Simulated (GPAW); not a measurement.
Crystal: Al3Ag.

```
Ag Al
1.0
     4.08151    0.00000    0.00000
     0.00000    4.08151    0.00000
     0.00000    0.00000    4.08151
Ag Al
1 3
Direct
  0.00000 0.00000 0.00000
  0.50000 0.50000 0.00000
  0.50000 0.00000 0.50000
  0.00000 0.50000 0.50000
```

The cell comes from a database or a generator and needn't be the stable form of this composition.

Base run:

```yaml
Program: GPAW 26.7.0
Functional: LDA
Potentials_or_basis: the program's PAW data sets (release 1.2.1) made for this functional
Cutoff: 600 eV
Basis: pw
k_mesh: 7 × 7 × 7
Occupations: fermi-dirac, width 0.05 eV
Spin: no spin polarisation
```

Its results: pressure -5.3 GPa.

**Question.** The run is repeated on the same cell with these changes: functional from LDA to PBEsol; potentials or basis from the program's PAW data sets (release 1.2.1) made for this functional to PAW data sets generated in the run's folder for this functional. What comes out?

**Answer.** Pressure -3.0 GPa.
